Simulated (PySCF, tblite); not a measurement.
# C₇H₁₁AlO: geometry, infrared bands and NMR shifts

Aim: predict the infrared bands and NMR shifts of C₇H₁₁AlO (`Cc1cc[c]([Al]([CH3])[CH3])o1`).

The runs use tblite 0.8.0 and PySCF 2.14.0, with density-fitted response routines of our own; the level of theory stands in each step. All values are computed, except where a source is named. Atoms count from 0, in the outputs and in this text.

### 1 Starting geometry

20 atoms, charge 0, multiplicity 1; geometry from: force field or distance geometry start.

Bonds of the start (Å): C0–C1 1.50, C1–C2 1.40, C2–C3 1.40, C3–C4 1.36, C4–Al5 1.97, Al5–C6 1.99, Al5–C7 2.00, C4–O8 1.32, O8–C1 1.30, C0–H9 1.11, C0–H10 1.11, C0–H11 1.11, C2–H12 1.06, C3–H13 1.10, C6–H14 1.11, C6–H15 1.11, C6–H16 1.11, C7–H17 1.11, C7–H18 1.11, C7–H19 1.09.

### 2 Relaxing the molecule with GFN2-xTB

The job: settings as JSON, then the geometry in Å.

```
{"job": {"kind": "relax", "xc": "GFN2-xTB", "basis": "xTB"}, "charge": 0, "multiplicity": 1}
C      3.582600     0.780500    -0.519100
C      2.272900     0.057900    -0.379100
C      2.094100    -1.313400    -0.156900
C      0.704900    -1.447500    -0.104400
C      0.146500    -0.219900    -0.255500
Al    -1.772500     0.203700    -0.269200
C     -2.467500     2.009500     0.203800
C     -3.015200    -1.331500     0.033500
O      1.118900     0.650900    -0.421700
H      3.456200     1.842400    -0.204500
H      3.857500     0.728500    -1.598400
H      4.352600     0.311400     0.129300
H      2.844500    -2.052800    -0.063100
H      0.224100    -2.426700     0.061300
H     -1.887900     2.823900    -0.270600
H     -3.522500     2.072500    -0.124500
H     -2.353600     2.177100     1.298300
H     -2.416500    -2.257100     0.168700
H     -3.632000    -1.164500     0.944100
H     -3.592200    -1.434300    -0.884900
```

Launch:

```console
$ OMP_NUM_THREADS=1 python probes_run.py task.json out
```

This one command runs all jobs of the session in turn.

**Question.** This job is followed by: GFN2-xTB harmonic vibrations, gas phase; GIAO PBE0/pcSseg-1 NMR shielding, non-relativistic, gas phase. What will the session give for the following? strongest single infrared mode (GFN2-xTB); zero-point energy (GFN2-xTB); 13C shifts against TMS (PBE0/pcSseg-1, means over atoms taken as alike); 1H shifts against TMS (PBE0/pcSseg-1, means over atoms taken as alike); 27Al shifts against AlH4- (PBE0/pcSseg-1); 17O shifts against H2O (PBE0/pcSseg-1).

The runs gave:

| quantity | value |
| --- | --- |
| strongest single infrared mode (GFN2-xTB) | 648 cm⁻¹, 234 km/mol |
| zero-point energy (GFN2-xTB) | 96.3 kcal/mol |
| 13C shifts against TMS (PBE0/pcSseg-1, means over atoms taken as alike) | 174.0, 164.4, 128.4, 114.8, 16.4, -4.1 ppm |
| 1H shifts against TMS (PBE0/pcSseg-1, means over atoms taken as alike) | 7.15, 6.47, 2.46, 0.13 ppm |
| 27Al shifts against AlH4- (PBE0/pcSseg-1) | 178.3 ppm |
| 17O shifts against H2O (PBE0/pcSseg-1) | 348.4 ppm |

In words: Over 171 steps the energy fell by 0.581 eV; of the close pairs, C4–O8 changed most, 1.316 to 1.383 Å. The lowest mode is imaginary (24i cm⁻¹), so the xTB geometry is not a minimum. The strongest single mode, at 648 cm⁻¹, has its largest shares on Al5, C0, H15 and C6 (the list is cut at 4 atoms). GFN2-xTB is a fitted tight-binding method: band positions and strengths are rough. Its intensities can rank the bands wrongly. At PBE0/pcSseg-1: Shielding is most anisotropic at O8 (span 374 ppm, paramagnetic term -418 ppm). NICS(1)zz of -27 ppm above the planar ring from C1 marks a diatropic (aromatic) ring current.
